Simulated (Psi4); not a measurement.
# BH5Se (SMILES [BH3-][SeH2+]): revPBE/aug-cc-pVDZ

Aim: the energy change on altering one bond length of BH5Se at revPBE/aug-cc-pVDZ, from 2 runs. 

Program for the calculation: Psi4 1.11.

2 further runs of the same task are left out: 2 set aside as unsound or not needed.

## (1) The system as given

The species is BH5Se (7 atoms), meant as a singlet with charge 0. SMILES: `[BH3-][SeH2+]`. The coordinates come from a PBE0-D4/def2-TZVP relaxation.

Bond lengths: B1–Se2 2.124 Å, B1–H3 1.201 Å, B1–H4 1.207 Å, B1–H5 1.207 Å, Se2–H6 1.472 Å, Se2–H7 1.472 Å. Angles: B1–Se2–H6 102.0°, B1–Se2–H7 102.0°, Se2–B1–H3 105.8°, Se2–B1–H4 99.6°, Se2–B1–H5 99.6°, H6–Se2–H7 91.2°, H3–B1–H4 116.7°, H3–B1–H5 116.7°, H4–B1–H5 114.6°.

## (2) The energy at revPBE/aug-cc-pVDZ

Input file input.json:

```json
{
 "schema_name": "qcschema_input",
 "schema_version": 1,
 "molecule": {
  "schema_name": "qcschema_molecule",
  "schema_version": 2,
  "symbols": ["B", "Se", "H", "H", "H", "H", "H"],
  "geometry": [-1.28482479, -0.80596819, -0.90404498, 1.87479729, 1.46699439, 0.07766774, -1.88821434, -1.87914366, 1.00306663, -0.34317426, -2.08153333, -2.54300445, -2.70079658, 0.81409401, -1.65936851, 1.00779094, 2.67849781, 2.42678629, 3.45007299, -0.32125344, 1.51234782],
  "molecular_charge": 0,
  "molecular_multiplicity": 1,
  "fix_symmetry": "c1"
 },
 "driver": "energy",
 "model": {
  "method": "revpbe",
  "basis": "aug-cc-pVDZ"
 },
 "keywords": {
  "puream": true,
  "e_convergence": 1e-09,
  "d_convergence": 1e-08,
  "scf_type": "pk",
  "dft_radial_points": 99,
  "dft_spherical_points": 590,
  "scf_properties": ["WIBERG_LOWDIN_INDICES", "DIPOLE", "MULLIKEN_CHARGES"]
 }
}
```

On the command line:

```console
$ psi4 --qcschema input.json -n 1 --memory 1600MB
```

stdout:

```text
[...]
  Running in c1 symmetry.
[...]
  Nuclear repulsion =   97.685308496597742
[...]
  Multiplicity = 1
[...]
  Nalpha       = 22
  Nbeta        = 22
[...]
    Number of basis functions: 104
[...]
   @RKS iter   1: -2428.59725913310240   -2.01683e+00   1.06101e-02 ADIIS/DIIS
[...]
   @RKS iter  11: -2429.14137882922478   -1.63709e-11   6.73167e-09 DIIS
[...]
    Orbital Energies [Eh]
    ---------------------
    Doubly Occupied:
       1A   -452.218618     2A    -57.509334     3A    -51.650924
       4A    -51.650061     5A    -51.648004     6A     -7.628135
       7A     -6.474119     8A     -5.616163     9A     -5.613218
      10A     -5.605619    11A     -2.049851    12A     -2.049182
      13A     -2.043254    14A     -2.041252    15A     -2.040009
      16A     -0.710521    17A     -0.451058    18A     -0.421963
      19A     -0.359032    20A     -0.277338    21A     -0.266143
      22A     -0.257392
[...]
  @RKS Final Energy: -2429.14137882922478
   => Energetics <=
    Nuclear Repulsion Energy =             97.6853084965977416
    One-Electron Energy =               -3571.3616594575551062
    Two-Electron Energy =                1137.3200575199255127
    DFT Exchange-Correlation Energy =     -92.7850853881929254
    Empirical Dispersion Energy =           0.0000000000000000
    VV10 Nonlocal Energy =                  0.0000000000000000
    Total Energy =                      -2429.1413788292247773
[...]
 Multipole Moments:
 ------------------------------------------------------------------------------------
     Multipole            Electronic (a.u.)      Nuclear  (a.u.)        Total (a.u.)
 ------------------------------------------------------------------------------------
 L = 1.  Multiply by 2.5417464519 to convert [e a0] to [Debye]
 Dipole X            :          6.2103355           -5.1465687            1.0637669
 Dipole Y            :          4.9204820           -4.2615705            0.6589116
 Dipole Z            :          0.4433313            0.2359708            0.6793022
 Magnitude           :                                                    1.4238033
[...]
  Mulliken Charges: (a.u.)
   Center  Symbol    Alpha    Beta     Spin     Total
       1     B     3.72174  3.72174  0.00000 -2.44348
       2    SE    17.15651 17.15651  0.00000 -0.31301
       3     H     0.07658  0.07658  0.00000  0.84684
       4     H     0.15057  0.15057  0.00000  0.69887
       5     H     0.15052  0.15052  0.00000  0.69895
       6     H     0.37203  0.37203  0.00000  0.25594
       7     H     0.37205  0.37205  0.00000  0.25589
   Total alpha = 22.00000, Total beta = 22.00000, Total charge =  0.00000
  Wiberg Bond Indices using Orthogonal Lowdin Orbitals:
[...]
```

The result, in JSON:

```text
{
 "driver": "energy",
 "model": {
  "method": "revpbe",
  "basis": "aug-cc-pVDZ"
 },
 "success": true,
 "return_result": -2429.141378829225,
 "properties": {
  "calcinfo_nbasis": 104,
  "calcinfo_nmo": 104,
  "calcinfo_nalpha": 22,
  "calcinfo_nbeta": 22,
  "calcinfo_natom": 7,
  "nuclear_repulsion_energy": 97.68530849659774,
  "return_energy": -2429.141378829225,
  "scf_one_electron_energy": -3571.361659457555,
  "scf_two_electron_energy": 1137.3200575199255,
  "scf_xc_energy": -92.78508538819293,
  "scf_dipole_moment": [1.0637668677117649, 0.6589115630684379, 0.6793021656522595],
  "scf_total_energy": -2429.141378829225,
  "scf_iterations": 11
 }
}
```

It took 17 s on 1 thread of AMD EPYC 9R45 (Zen 5), shared host; peak memory 0.89 GiB.

## (3) The distorted shape: energy and gradient at revPBE/aug-cc-pVDZ

Input file bh5se.xyz:

```xyz
7
BH5Se
B     -1.680231     0.709073    -1.389450
Se    -0.008231     1.911873    -0.869950
H     -1.999531     0.141173    -0.380250
H     -1.181931     0.034073    -2.256750
H     -2.429531     1.566373    -1.789150
H     -0.467031     2.552973     0.373150
H      1.825700    -0.170000     0.800300
```

Input file bh5se.py:

```python
import psi4

psi4.set_memory(1600000000)
psi4.set_num_threads(1)
psi4.core.set_output_file('run.log', False)

with open('bh5se.xyz') as f:
    atoms = ''.join(f.readlines()[2:])
mol = psi4.geometry('0 1\n' + atoms + 'symmetry c1\nno_reorient\nno_com')

psi4.set_options({
    'basis': 'aug-cc-pVDZ',
    'puream': True,
    'e_convergence': 1e-09,
    'd_convergence': 1e-08,
    'scf_type': 'pk',
    'dft_radial_points': 99,
    'dft_spherical_points': 590,
})

result = psi4.gradient('revpbe', molecule=mol)
print('gradient / Eh bohr^-1')
print(result.np.round(6))
```

On the command line:

```console
$ python bh5se.py
```

run.log:

```text
[...]
  Running in c1 symmetry.
[...]
  Nuclear repulsion =   90.465664484610173
[...]
  Multiplicity = 1
[...]
  Nalpha       = 22
  Nbeta        = 22
[...]
    Number of basis functions: 104
[...]
   @RKS iter   1: -2428.09854976946417   -1.77468e+00   1.12210e-02 ADIIS/DIIS
[...]
   @RKS iter  24: -2429.00360831369971   -8.54925e-11   1.90862e-09 DIIS
[...]
    Orbital Energies [Eh]
    ---------------------
    Doubly Occupied:
       1A   -452.223002     2A    -57.512771     3A    -51.654595
       4A    -51.653739     5A    -51.651469     6A     -7.629640
       7A     -6.495732     8A     -5.617255     9A     -5.615289
      10A     -5.606963    11A     -2.050782    12A     -2.050341
      13A     -2.044061    14A     -2.042945    15A     -2.041352
      16A     -0.683118    17A     -0.460383    18A     -0.380234
      19A     -0.313629    20A     -0.281613    21A     -0.272780
      22A     -0.255730
[...]
  @RKS Final Energy: -2429.00360831369971
   => Energetics <=
    Nuclear Repulsion Energy =             90.4656644846101727
    One-Electron Energy =               -3556.8430242231761440
    Two-Electron Energy =                1129.9957122131920642
    DFT Exchange-Correlation Energy =     -92.6219607883255804
    Empirical Dispersion Energy =           0.0000000000000000
    VV10 Nonlocal Energy =                  0.0000000000000000
    Total Energy =                      -2429.0036083136997149
[...]
 Multipole Moments:
 ------------------------------------------------------------------------------------
     Multipole            Electronic (a.u.)      Nuclear  (a.u.)        Total (a.u.)
 ------------------------------------------------------------------------------------
 L = 1.  Multiply by 2.5417464519 to convert [e a0] to [Debye]
 Dipole X            :         24.8960779          -24.4404573            0.4556207
 Dipole Y            :       -136.6904008          137.3332743            0.6428734
 Dipole Z            :         75.5726202          -75.1699982            0.4026220
 Magnitude           :                                                    0.8848621
[...]
  -Total Gradient:
     Atom            X                  Y                   Z
    ------   -----------------  -----------------  -----------------
       1       -0.027905690277     0.002660346232    -0.004546618327
       2       -0.006426738883     0.020942134453     0.003181228518
       3        0.008472378411     0.001311718822    -0.007869461433
       4        0.000223648409     0.002601925278     0.006512039682
       5        0.010695383820    -0.011319466938     0.002425995974
       6        0.004044121932    -0.002950493461    -0.009346622303
       7        0.010897333250    -0.013247475129     0.009645872807
[...]
```

The script printed:

```text
gradient / Eh bohr^-1
[[-0.027906  0.00266  -0.004547]
 [-0.006427  0.020942  0.003181]
 [ 0.008472  0.001312 -0.007869]
 [ 0.000224  0.002602  0.006512]
 [ 0.010695 -0.011319  0.002426]
 [ 0.004044 -0.00295  -0.009347]
 [ 0.010897 -0.013247  0.009646]]
```

Run time: 45 s. Hardware: 1 thread of AMD EPYC 9R45 (Zen 5), shared host; peak memory 0.88 GiB.

## (4) Results

Level: revPBE/aug-cc-pVDZ.

| quantity | value |
| --- | --- |
| first shape: total energy | -2429.14138 Eh |
| first shape: dipole moment | 3.62 D |
| first shape: HOMO energy | -7.00 eV |
| first shape: LUMO energy | -1.57 eV |
| first shape: HOMO–LUMO gap | 5.44 eV |
| distorted shape: total energy | -2429.00361 Eh |
| distorted shape: dipole moment | 2.25 D |
| distorted shape: HOMO energy | -6.96 eV |
| distorted shape: LUMO energy | -6.17 eV |
| distorted shape: HOMO–LUMO gap | 0.79 eV |
| distorted shape: largest force on an atom | 1.460 eV/Å |
| energy change with the Se2–H7 bond stretched from 1.472 to 3.238 Å | 3.749 eV |

What this shows: One bond (distorted shape) is far stretched, which a spin-restricted single reference describes badly; a broken-symmetry solution may lie lower. With the Se2–H7 bond stretched from 1.472 to 3.238 Å the energy rises by 3.75 eV (362 kJ/mol). The first shape isn't relaxed at this level, so the change isn't measured from a minimum. A restricted reference can't describe the breaking bond well at this length. Mulliken charges (first shape) run from -2.44 on B1 to +0.85 on H3; in a basis this large or diffuse they mean little.
